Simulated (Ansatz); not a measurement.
One input on several machines: PBEsol cell relaxation, a 4×3×3 supercell of InPt3 (Pm-3m), atoms displaced at random by about 0.04 Å along each cell vector

The runs below are of Ansatz 0.2.0 on a node with four NVIDIA GB300 Max-Q cards and 144 Grace (Neoverse V2) cores; a node with four NVIDIA GB200 cards and 144 Grace (Neoverse V2) cores; an Intel Xeon 6975P-C node (Granite Rapids, 96 cores, 192 hardware threads, 360 GiB), one at a time and with no other job on the machine; times are wall-clock times from launch to exit. Times and memory are rounded to two significant figures, and ratios are formed from the unrounded values. A row is a single run, so small differences between rows aren't established. System services beside the runs took up to 5 cores (rounded up). Precision is the program's default, which can work at lower precision in parts of a run. Card memory is the largest of readings taken every 0.4 s, so short peaks can be missed, and it isn't given for runs under about 3 s. It shows what a run took, which needn't be the least that it can run in: the program holds more work at once where threads and free memory allow.

Commands are shown without the flags for output files and display.

The PAW files were made with PBE. For this functional the program regenerates the frozen cores at set-up.

```
atoms                                                              : 144
valence electrons                                                  : 2412
cell volume                                                        : 2336 Å³
cutoff (chosen by the program)                                     : 420 eV
k mesh                                                             : 2×2×2
k points solved                                                    : 8
symmetry operations used (translations within a supercell counted) : 1
plane waves at Γ                                                   : 45621
dense FFT grid                                                     : 108×81×81
bands at the start                                                 : 1448
spin                                                               : none
first density                                                      : atoms corrected by the program's trained network
```

Input used:

```yaml
crystal:
  lattice:
    - [16.074448, 0.000000, 0.000000]
    - [0.000000, 12.055836, 0.000000]
    - [0.000000, 0.000000, 12.055836]
  atoms:
    - { symbol: In, position: [0.003813, -0.006155, 0.007367] }
    - { symbol: Pt, position: [-0.000490, 0.162853, 0.168185] }
    - { symbol: Pt, position: [0.124799, 0.003610, 0.161251] }
    # ... 140 more atoms, left out here ...
    - { symbol: Pt, position: [0.877437, 0.826015, 0.665330] }
kpoints:
  mp_grid: { grid: [2, 2, 2] }
hamiltonian:
  xc: pbesol
scf:
  occupations: { method: fermi_dirac, width: 0.05 }
relax:
  f_tol: 0.03
  max_steps: 45
  escape_saddle: false
  cell: {}
```

| machine share | command | wall time | SCF clock | outside it | CPU time | SCF iterations | steps logged | threads | host memory (GiB) | fullest card (GiB) | remarks |
| --- | --- | --- | --- | --- | --- | --- | --- | --- | --- | --- | --- |
| 1 × GB300 | ansatz run input.yaml --backend cuda --devices 1 | 50 s | 48 s | 1.9 s | 5.7 min | 42 | 5 | 72 | 3.5 | 96 |  |
| 96 threads, Xeon 6975P-C | ansatz run input.yaml --backend cpu | 4.2 min | 4.2 min | 1.3 s | 4.7 h | 42 | 5 | 96 | 93 |  | workers unbound |

The SCF clock is the program's own. It runs from the start of the first SCF loop to the final result and holds forces, stress, later SCFs and response steps. Outside it lie start-up, exit and the set-up ahead of the first loop, which depends on the cell and the method.

SCF iterations are those that the program logged, summed over all steps and exchange cycles of a run; an SCF made in search of a lower state can go uncounted. Steps are those that the program logged; in a cell relaxation they include repeated solves of a cell already reached, such as on a fresh basis. In a relaxation the first is the start geometry and rejected trial steps count. The number of steps, and so the time, hangs on how far the start lies from the minimum, so it is no typical price of a relaxation.

«workers unbound»: the program didn't bind its workers to cores in this run.

The machines don't compute alike at the default precision: the logs show emulated matrix products on GB200 and GB300, and some doubles held as pairs of floats on GB300.

The runs on cards also kept host threads busy (see the CPU time), so differences between cards can come from their hosts too.

Among these rows the slowest by wall time (96 threads, Xeon 6975P-C) takes 5.1 times as long as the fastest (1 × GB300).

How long does the same input take on 1 × GB200 (ansatz run input.yaml --backend cuda --devices 1)?

27 s, in 42 SCF iterations, 0.53 times the time on 1 × GB300; peak host memory 3.4 GiB, 96 GiB on the fullest card. The gap on the SCF clock between 1 × GB300 and 1 × GB200 (48 s against 25 s) wasn't traced.
